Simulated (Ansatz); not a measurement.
# BHSF2: small, medium and large basis sets

Aim: see how fast density functionals and correlated methods converge with the basis set for BHSF2.

Program: Ansatz 0.2.0, Gaussian basis. Level of theory: one geometry, several basis sets. These are calculated values, not measurements.

The runs, in order: PBE0-D4/def2-SVP; ωB97M-V/def2-SVP; PBE0-D4/def2-QZVPP; ωB97M-V/def2-QZVPP; CCSD(T)/cc-pV(D+d)Z; CCSD(T)/cc-pV(T+d)Z; CCSD(T)/cc-pV(Q+d)Z; the functionals' def2-TZVPP values are taken from earlier runs.

### Step 1. Structure used throughout

All runs share one geometry, relaxed beforehand with PBE0-D4/def2-TZVP.

SMILES `FB(F)S`, 5 atoms, charge 0, spin multiplicity 1.

Atoms are counted from 1 here; the program's logs count them from 0.

Bond lengths: F1–B2 1.318 Å, B2–F3 1.319 Å, B2–S4 1.800 Å, S4–H5 1.342 Å. Angles: F1–B2–F3 118.2°, F1–B2–S4 119.2°, F3–B2–S4 122.6°, B2–S4–H5 94.6°.

### Step 2. PBE0-D4 in def2-SVP

in.yaml reads:

```yaml
crystal:
  periodic: [false, false, false]
  atoms:
    - {symbol: F, position_ang: [0.433765, -1.758072, 0.089134]}
    - {symbol: B, position_ang: [0.064015, -0.499780, 0.217682]}
    - {symbol: F, position_ang: [-0.413103, -0.105149, 1.382352]}
    - {symbol: S, position_ang: [0.226449, 0.610386, -1.190272]}
    - {symbol: H, position_ang: [-0.261326, 1.678915, -0.540296]}
basis:
  gaussian: {orbitals: def2-SVP}
hamiltonian: {xc: pbe0, dispersion: d4}
output: {orbitals: {seedname: orbitals}}
```

On the command line:

```sh
> ansatz run in.yaml --threads 2 --pin off --events-out ev --progress --plain --max-ram 22528MiB --backend cpu
```

After this run come: ωB97M-V in def2-SVP; PBE0-D4 in def2-QZVPP; ωB97M-V in def2-QZVPP; CCSD(T) in cc-pV(D+d)Z; CCSD(T) in cc-pV(T+d)Z; CCSD(T) in cc-pV(Q+d)Z.

Q: Predict the results of all the runs planned. Wanted: MP2 correlation recovered, cc-pV(D+d)Z; MP2 correlation recovered, cc-pV(T+d)Z; MP2 correlation recovered, cc-pV(Q+d)Z; difference of two CCSD(T) limits: def2 sets; PBE0-D4: double and triple zeta above quadruple; ωB97M-V: double and triple zeta above quadruple.

As calculated:

| quantity | value |
| --- | --- |
| MP2 correlation recovered, cc-pV(D+d)Z | 66.2 % |
| MP2 correlation recovered, cc-pV(T+d)Z | 86.8 % |
| MP2 correlation recovered, cc-pV(Q+d)Z | 94.5 % |
| difference of two CCSD(T) limits: def2 sets (earlier runs) less this series | -33 meV |
| PBE0-D4: double and triple zeta above quadruple | 11.80, 0.65 eV |
| ωB97M-V: double and triple zeta above quadruple | 11.86, 0.61 eV |

In words: For PBE0-D4 the step from double to triple zeta gains 11.15 eV and the next only 0.65 eV. Correlation climbs from 66 % (cc-pV(D+d)Z) to 94 % (cc-pV(Q+d)Z) of the limit; Hartree-Fock is 0.177 eV from its own by then. A limit from the def2 sets, made apart, differs by 33 meV, a least measure of the doubt on such a limit. Total energies overstate the basis error of differences, where much of it tends to cancel. The LUMO of ωB97M-V is positive and keeps falling with the basis (2.65 to 1.52 eV): an unbound level that the basis holds in place.
